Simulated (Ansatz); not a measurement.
# CH3NTe: the cost of one run

Computed with Ansatz 0.2.0 through its Python package. The levels of theory stand in the script.

## 1. The structure

Bond lengths: N1–C2 1.266 Å, C2–Te3 2.099 Å, N1–H4 1.016 Å, C2–H5 1.102 Å, Te3–H6 1.746 Å. Angles: N1–C2–Te3 119.5°, N1–C2–H5 120.0°, Te3–C2–H5 120.5°, C2–N1–H4 117.4°, C2–Te3–H6 90.3°.

No structure file is read: the coordinates are typed or built in the script.

## 2. The script

Input file ch3nte.py:

```python
"""How the energy of CH3NTe converges with the basis."""

import ansatz as az

geometry_ang = [
    ("N", (-1.0488, -0.5844, -0.4065)),
    ("C", (-0.0796, 0.229, -0.3549)),
    ("Te", (0.4661, 1.0697, 1.4897)),
    ("H", (-1.3116, -0.9417, -1.3206)),
    ("H", (0.5006, 0.4521, -1.2645)),
    ("H", (1.5154, -0.2887, 1.8105)),
]
system = az.Crystal.molecule()
for symbol, xyz in geometry_ang:
    system = system.atom(symbol, xyz)

setup = system.calculation().functional("hf").accuracy("medium")

energies = {}
for basis in ["def2-SVP", "def2-SVPD", "def2-TZVP", "def2-TZVPP"]:
    rep = setup.basis(gaussian=basis).run(threads=1, backend="cpu").report
    size = rep["n_frozen"] + rep["n_occupied"][0] + rep["n_virtual"][0]
    energies[basis] = (rep["reference_energy_ev"] / 27.211386246, rep["free_energy_ev"] / 27.211386246)
    print(f"{basis:14s} {size:4d} orbitals  reference {energies[basis][0]:14.6f} Ha  total {energies[basis][1]:14.6f} Ha")

last = energies["def2-TZVPP"][1]
for basis, (_, total) in energies.items():
    print(f"{basis:14s} lies {27.211386 * (total - last):9.4f} eV above def2-TZVPP")
```

## 3. The calls as engine input

The package turns the script's settings into the engine's input (first run):

```yaml
crystal:
  periodic: [false, false, false]
  atoms:
    - { symbol: "N", position_ang: [-1.0488, -0.5844, -0.4065] }
    - { symbol: C, position_ang: [-0.0796, 0.229, -0.3549] }
    - { symbol: Te, position_ang: [0.4661, 1.0697, 1.4897] }
    - { symbol: H, position_ang: [-1.3116, -0.9417, -1.3206] }
    - { symbol: H, position_ang: [0.5006, 0.4521, -1.2645] }
    - { symbol: H, position_ang: [1.5154, -0.2887, 1.8105] }
accuracy: medium
basis:
  gaussian:
    orbitals: def2-SVP
hamiltonian:
  xc: hf
```

## 4. The run

Started as:

```sh
python ch3nte.py
```

What time and memory should one allow on 1 thread of Arm Neoverse V1, shared host?

About 5.9 s, with a peak of 0.33 GiB.
